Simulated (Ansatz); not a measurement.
# TaO3: the cost of one run

Computed with Ansatz 0.2.0 (DFT PBEsol, scalar-relativistic, plane waves, PAW, unless a step's input says otherwise).

1 further run of the same task is left out (set aside as unsound or not needed).

## Step 1: The system as given

The structure is cubic, space group Pm-3m (No. 221). The conventional cell has a = 3.923 Å, b = 3.923 Å, c = 3.923 Å, α = 90.00°, β = 90.00°, γ = 90.00°. Around Ta (site symmetry m-3m) lie 6 O at 1.96 Å. Around O (site symmetry 4/mmm) lie 2 Ta at 1.96 Å.

Coordinates:

```cif
data_structure
_symmetry_space_group_name_H-M 'P 1'
_symmetry_Int_Tables_number 1
_cell_length_a 3.9232
_cell_length_b 3.9232
_cell_length_c 3.9232
_cell_angle_alpha 90.000
_cell_angle_beta 90.000
_cell_angle_gamma 90.000
_cell_volume 60.39
loop_
_atom_site_label
_atom_site_type_symbol
_atom_site_fract_x
_atom_site_fract_y
_atom_site_fract_z
_atom_site_occupancy
Ta1 Ta 0.50000 0.50000 0.50000 1
O1 O 0.00000 0.50000 0.50000 1
O2 O 0.50000 0.50000 0.00000 1
O3 O 0.50000 0.00000 0.50000 1
```

It goes back to an entry of the Materials Project, which need not be the stable form.

This cell was relaxed beforehand with the same method: volume 15.10 Å³/atom, gap on the mesh none (metal), site moments up to 0.2 μB.

## Step 2: Zero of energy

The reference gives a free energy of -11490.4023 eV, pressure 0.34 GPa, largest force 0.000 eV/Å and gap on the mesh none (metal). It was computed beforehand with the settings of the runs below.

## Step 3: The scan: moving one atom along a line

Atom 2 (O) is moved by x along the Cartesian unit vector (-0.707, 0.000, -0.707); the cell and all other atoms stay fixed. Forces below are components along that vector, summed over the moved atoms. In a periodic cell its images move with it.

## Step 4: At x = -0.300 Å

Input file input.yaml:

```yaml
crystal:
  lattice:
    - [3.9232452427, 0.0, 0.0]
    - [0.0, 3.9232452427, 0.0]
    - [0.0, 0.0, 3.9232452427]
  atoms:
    - { symbol: Ta, position: [0.5, 0.5, 0.5] }
    - { symbol: O, position: [0.0540705516, 0.5, 0.5540705516], spin: 0.2 }
    - { symbol: O, position: [0.5, 0.5, 0.0], spin: 0.2 }
    - { symbol: O, position: [0.5, 0.0, 0.5], spin: 0.2 }
basis:
  ecutwfc: 420
kpoints:
  mp_grid: { grid: [12, 12, 12] }
hamiltonian:
  xc: pbesol
scf:
  occupations: { method: gaussian, width: 0.15 }
output:
  forces: true
  stress: true
  eigenvalues: true
  populations: true
magnetization:
  spin_polarized: true
```

Run with:

```
ansatz run input.yaml --threads 1 --pin off --max-ram 2560MiB --backend cpu --events-out ev --progress --plain --runs-dir out
```

What time and memory should one allow on 1 thread of Oxide Virtual Turin-like (Zen 5), shared host?

About 2.6 min, with a peak of 1.3 GiB.
